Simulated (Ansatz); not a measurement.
# C₂H₇InOSi: a ladder of functionals and wavefunction methods

How much do the methods differ for C₂H₇InOSi? The plan is to run it at one geometry with functionals of several rungs and with coupled cluster, and see how far each lands from CCSD(T) at the basis-set limit for the atomisation energy.

Computed with Ansatz 0.2.0, Gaussian basis. Level: functionals in def2-TZVPP, the program's frozen cores in correlated methods.

Plan: PBE-D4, r2SCAN-D4, PBE0-D4, B3LYP-D4, ωB97X-V, ωB97M-V, B2PLYP; CCSD(T)/def2-TZVPP; MP2/def2-QZVPP; extrapolation to the limit.

## Step 1: Structure used throughout

The geometry comes from an earlier relaxation with PBE0-D4 in a triple-zeta def2 set; it is a stationary point, not always the lowest conformer. In takes the def2 core potential; no spin-orbit term is included.

12 atoms, charge 0, spin multiplicity 1.

Atoms are counted from 1 here; the program's logs count them from 0.

Bond lengths: Si1–C2 1.841 Å, Si1–H6 1.500 Å, Si1–H7 1.495 Å, Si1–H8 1.495 Å, C2–In3 2.298 Å, C2–H9 1.097 Å, C2–H10 1.098 Å, C4–O5 1.202 Å, C4–H11 1.103 Å, C4–H12 1.104 Å. Angles: C2–Si1–H6 110.5°, C2–Si1–H7 116.9°, C2–Si1–H8 111.3°, H6–Si1–H7 105.4°, H6–Si1–H8 105.8°, H7–Si1–H8 106.2°, Si1–C2–In3 116.6°, Si1–C2–H9 111.1°, Si1–C2–H10 109.4°, In3–C2–H9 109.8°, In3–C2–H10 102.5°, H9–C2–H10 106.7°, O5–C4–H11 122.1°, O5–C4–H12 121.1°, H11–C4–H12 116.8°.

Geometry (Å):

```
Si   -1.5342    0.1201   -0.1426
C    -0.4075   -1.3271   -0.3050
In    0.8284   -1.8834    1.5510
C     1.8590    1.1940    0.1724
O     1.9688    0.5557    1.1855
H    -0.7527    1.4002   -0.1606
H    -2.5844    0.2802   -1.1944
H    -2.2548    0.1019    1.1668
H     0.2548   -1.2162   -1.1729
H    -1.0010   -2.2352   -0.4754
H     1.5991    0.7242   -0.7906
H     2.0243    2.2856    0.1658
```

## Step 2: PBE-D4 (GGA)

in.yaml reads:

```yaml
crystal:
  periodic: [false, false, false]
  atoms:
    - {symbol: Si, position_ang: [-1.534203, 0.120115, -0.142574]}
    - {symbol: C, position_ang: [-0.407468, -1.327062, -0.304962]}
    - {symbol: In, position_ang: [0.828431, -1.883433, 1.551004]}
    - {symbol: C, position_ang: [1.859046, 1.194003, 0.172381]}
    - {symbol: O, position_ang: [1.968821, 0.555713, 1.185516]}
    - {symbol: H, position_ang: [-0.752676, 1.400189, -0.160560]}
    - {symbol: H, position_ang: [-2.584350, 0.280160, -1.194404]}
    - {symbol: H, position_ang: [-2.254803, 0.101874, 1.166798]}
    - {symbol: H, position_ang: [0.254792, -1.216186, -1.172949]}
    - {symbol: H, position_ang: [-1.001018, -2.235208, -0.475437]}
    - {symbol: H, position_ang: [1.599119, 0.724245, -0.790588]}
    - {symbol: H, position_ang: [2.024299, 2.285592, 0.165776]}
basis:
  gaussian: {orbitals: def2-TZVPP}
hamiltonian: {xc: pbe, dispersion: d4}
output: {forces: true, orbitals: {seedname: orbitals}}
```

Run with:

```sh
> ansatz run in.yaml --threads 2 --pin off --events-out ev --progress --plain --max-ram 22528MiB --backend cuda --devices 0, --max-vram 18GiB
```

The runs that follow: r2SCAN-D4 (meta-GGA); PBE0-D4 (hybrid); B3LYP-D4 (hybrid); ωB97X-V (range-separated); ωB97M-V (range-separated); B2PLYP (double hybrid); CCSD(T) in def2-TZVPP; MP2 in def2-QZVPP.

Q: Predict the results of all the runs planned. Wanted: atomisation energy, CCSD(T)/CBS; farthest; mean size of error, hybrid; mean size of error, range-separated; gap, smallest and largest; T1 diagnostic; triples share of the correlation energy.

The runs gave:

| quantity | value |
| --- | --- |
| atomisation energy, CCSD(T)/CBS | 41.783 eV |
| functionals within 0.418 eV (1.0 %) | r2SCAN-D4, PBE0-D4, B3LYP-D4, ωB97X-V, ωB97M-V |
| farthest | B2PLYP (-0.643 eV) |
| mean size of error, hybrid | 0.200 eV |
| mean size of error, range-separated | 0.057 eV |
| gap, smallest and largest | 1.35 eV (PBE-D4), 7.67 eV (ωB97X-V) |
| T1 diagnostic | 0.0160 |
| triples share of the correlation energy | 3.7 % |

In words: PBE-D4 is off by +0.439 eV. Double hybrids carry the basis error of their MP2 part in triple zeta, and no dispersion term here, so their miss is partly the set-up's. The reference freezes the cores and leaves out spin-orbit coupling and excitations past (T), and its outer-core shells are covered unevenly, so misses under about 0.418 eV can't be ranked. All levels share the lack of spin-orbit coupling, which lowers the free heavy atoms and so the true binding. Hartree-Fock recovers 72 % of the binding; the rest is correlation. The gap grows from 1.3 to 7.7 eV across the functionals, mostly with the share of exact exchange. Correlated methods include outer-core shells of In, which these sets cover unevenly.
